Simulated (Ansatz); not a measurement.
# C2H8OSn: the cost of one run

All numbers below are computed with Ansatz 0.2.0 (RKS PBE-D4/def2-SVP).

### Step 1. The starting structure

Bond lengths: Sn1–C2 2.502 Å, C2–C3 1.523 Å, Sn1–O4 1.911 Å, Sn1–H6 1.754 Å, Sn1–H7 1.749 Å, C2–H8 1.096 Å, C2–H9 1.100 Å, C3–H10 1.089 Å, C3–H11 1.089 Å, C3–H12 1.091 Å. Angles (14 of 18 angles, heavy atoms first): Sn1–C2–C3 109.5°, C2–Sn1–O4 71.0°, Sn1–C2–H8 99.8°, Sn1–C2–H9 124.3°, C3–C2–H8 109.8°, C3–C2–H9 109.4°, C2–Sn1–H6 117.1°, C2–Sn1–H7 115.6°, O4–Sn1–H6 121.7°, O4–Sn1–H7 119.1°, C2–C3–H10 111.1°, C2–C3–H11 111.0°, C2–C3–H12 111.3°, H8–C2–H9 102.8°.

Structure file:

```xyz
12

Sn   -1.3552    0.6764    1.0716
C     0.5699   -0.6125    0.1272
C     0.6687   -0.3558   -1.3704
O     0.2744    1.5554    1.5447
H     0.7273    0.5769    0.8617
H    -2.3475   -0.1334    2.2704
H    -2.4149    1.4234   -0.1024
H     0.2166   -1.6342    0.3052
H     1.5803   -0.6256    0.5624
H     0.9012    0.6881   -1.5745
H    -0.2701   -0.5919   -1.8686
H     1.4493   -0.9666   -1.8272
```

### Step 2. Pulling towards end A

Springs on the bonds that form and break draw the guess towards this end; the thresholds are loose.

input.yaml reads:

```yaml
crystal:
  periodic: [false, false, false]
  atoms:
    - { symbol: Sn, position_ang: [-1.3552, 0.6764, 1.0716] }
    - { symbol: C, position_ang: [0.5699, -0.6125, 0.1272] }
    - { symbol: C, position_ang: [0.6687, -0.3558, -1.3704] }
    - { symbol: O, position_ang: [0.2744, 1.5554, 1.5447] }
    - { symbol: H, position_ang: [0.7273, 0.5769, 0.8617] }
    - { symbol: H, position_ang: [-2.3475, -0.1334, 2.2704] }
    - { symbol: H, position_ang: [-2.4149, 1.4234, -0.1024] }
    - { symbol: H, position_ang: [0.2166, -1.6342, 0.3052] }
    - { symbol: H, position_ang: [1.5803, -0.6256, 0.5624] }
    - { symbol: H, position_ang: [0.9012, 0.6881, -1.5745] }
    - { symbol: H, position_ang: [-0.2701, -0.5919, -1.8686] }
    - { symbol: H, position_ang: [1.4493, -0.9666, -1.8272] }
basis:
  gaussian: { orbitals: def2-SVP }
hamiltonian:
  xc: pbe
  dispersion: d4
relax:
  f_tol: 0.15
  max_steps: 25
  restrain:
    - { distance: [4, 1], at: 2.37, k: 30.0 }
    - { distance: [0, 1], at: 2.15, k: 30.0 }
    - { distance: [4, 3], at: 0.97, k: 30.0 }
```

The run is started by

```
$ ansatz run input.yaml --threads 2 --pin off --max-ram 3072MiB --backend cpu --events-out ev --progress --plain --runs-dir out
```

What time and memory should one allow on 2 threads of AMD EPYC 7B13 (Zen 3), shared host?

About 18 s, with a peak of 0.16 GiB.
